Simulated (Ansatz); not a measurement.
# Si₂Ge₃H₁₀: taking an electron away

How much energy removes an electron from Si₂Ge₃H₁₀ at fixed geometry? The cation is run at each level and the neutral's energy taken from earlier runs.

Computed with Ansatz 0.2.0, Gaussian basis. Level: unrestricted cation, the program's frozen cores in correlated methods.

The runs, in order: UKS PBE-D4/def2-TZVPP; UKS r2SCAN-D4/def2-TZVPP; UKS PBE0-D4/def2-TZVPP; UKS B3LYP-D4/def2-TZVPP; UKS wB97X-V/def2-TZVPP; UKS wB97M-V/def2-TZVPP; UKS B2PLYP/def2-TZVPP; UHF-CCSD(T)/def2-TZVPP; UHF-MP2/def2-QZVPP; extrapolation to the limit; then −ε(HOMO) from the neutral's earlier runs with LDA (SPW92), PBE-D4, revPBE-D4, BLYP-D4, r2SCAN-D4, B97M-V, PBE0-D4, B3LYP-D4, r2SCANh-D4, r2SCAN0-D4, HSE06-D4, BHLYP-D4, CAM-B3LYP-D4, LC-ωPBE, ωB97X-V, ωB97M-V.

## 1. Structure used throughout

All runs share one geometry, relaxed beforehand with PBE0-D4/def2-TZVP.

SMILES `[SiH2]1[GeH2][SiH2][GeH2][GeH2]1`, 15 atoms, charge 0, spin multiplicity 1.

Atoms are counted from 1 here; the program's logs count them from 0.

Bond lengths: Si1–Ge2 2.384 Å, Si1–Ge5 2.388 Å, Si1–H6 1.489 Å, Si1–H7 1.488 Å, Ge2–Si3 2.385 Å, Ge2–H8 1.541 Å, Ge2–H9 1.538 Å, Si3–Ge4 2.390 Å, Si3–H10 1.488 Å, Si3–H11 1.489 Å, Ge4–Ge5 2.443 Å, Ge4–H12 1.540 Å, Ge4–H13 1.539 Å, Ge5–H14 1.539 Å, Ge5–H15 1.540 Å. Angles: Ge2–Si1–Ge5 103.9°, Ge2–Si1–H6 108.7°, Ge2–Si1–H7 113.4°, Ge5–Si1–H6 109.1°, Ge5–Si1–H7 112.8°, H6–Si1–H7 108.8°, Si1–Ge2–Si3 102.7°, Si1–Ge2–H8 109.3°, Si1–Ge2–H9 113.5°, Si3–Ge2–H8 109.4°, Si3–Ge2–H9 113.4°, H8–Ge2–H9 108.4°, Ge2–Si3–Ge4 104.4°, Ge2–Si3–H10 113.2°, Ge2–Si3–H11 108.7°, Ge4–Si3–H10 112.5°, Ge4–Si3–H11 109.1°, H10–Si3–H11 108.7° and more.

## 2. Cation, UKS PBE-D4/def2-TZVPP

in.yaml

```yaml
crystal:
  periodic: [false, false, false]
  atoms:
    - {symbol: Si, position_ang: [-1.257952, -0.870468, 1.292077]}
    - {symbol: Ge, position_ang: [0.078968, -1.960600, -0.354082]}
    - {symbol: Si, position_ang: [1.819678, -0.378545, -0.747988]}
    - {symbol: Ge, position_ang: [0.714819, 1.740804, -0.723017]}
    - {symbol: Ge, position_ang: [-1.340030, 1.399091, 0.553590]}
    - {symbol: H, position_ang: [-0.550063, -0.932771, 2.601074]}
    - {symbol: H, position_ang: [-2.608839, -1.473557, 1.449222]}
    - {symbol: H, position_ang: [-0.747824, -2.142099, -1.641976]}
    - {symbol: H, position_ang: [0.596540, -3.339450, 0.090404]}
    - {symbol: H, position_ang: [2.557064, -0.621845, -2.017039]}
    - {symbol: H, position_ang: [2.784978, -0.438473, 0.384618]}
    - {symbol: H, position_ang: [0.363558, 2.182025, -2.155726]}
    - {symbol: H, position_ang: [1.591775, 2.833661, -0.086460]}
    - {symbol: H, position_ang: [-1.448961, 2.390494, 1.725455]}
    - {symbol: H, position_ang: [-2.553709, 1.611743, -0.370142]}
basis:
  gaussian: {orbitals: def2-TZVPP}
total_charge: 1
magnetization: {spin_polarized: true, initial_magnetization: 1}
hamiltonian: {xc: pbe, dispersion: d4}
```

The runs that follow: Cation, UKS r2SCAN-D4/def2-TZVPP; Cation, UKS PBE0-D4/def2-TZVPP; Cation, UKS B3LYP-D4/def2-TZVPP; Cation, UKS wB97X-V/def2-TZVPP; Cation, UKS wB97M-V/def2-TZVPP; Cation, UKS B2PLYP (frozen core)/def2-TZVPP; Cation, UHF-CCSD(T)/def2-TZVPP; Cation, UHF-MP2/def2-QZVPP.

Q: Predict the results of all the runs planned. Wanted: ionisation energy, CCSD(T)/CBS; nearest functional by difference; nearest −ε(HOMO); −ε(HOMO) of PBE; T1 of the cation.

As calculated:

| quantity | value |
| --- | --- |
| ionisation energy, CCSD(T)/CBS | 9.45 eV |
| nearest functional by difference | ωB97X-V (-0.05 eV) |
| nearest −ε(HOMO) | ωB97M-V (+0.04 eV) |
| −ε(HOMO) of PBE | 6.60 eV |
| T1 of the cation | 0.020 |

What this shows: Energy differences with functionals land within 0.54 eV of the reference. −ε(HOMO) of PBE misses by 2.9 eV, since self-interaction lifts the level. Among orbital estimates ωB97M-V comes nearest. Hartree-Fock falls 0.79 eV short, as the neutral has more correlation energy than the cation. Correlated methods include outer-core shells of Ge, which these sets cover unevenly. With outer-core shells in play the last digit of the reference is unsure.
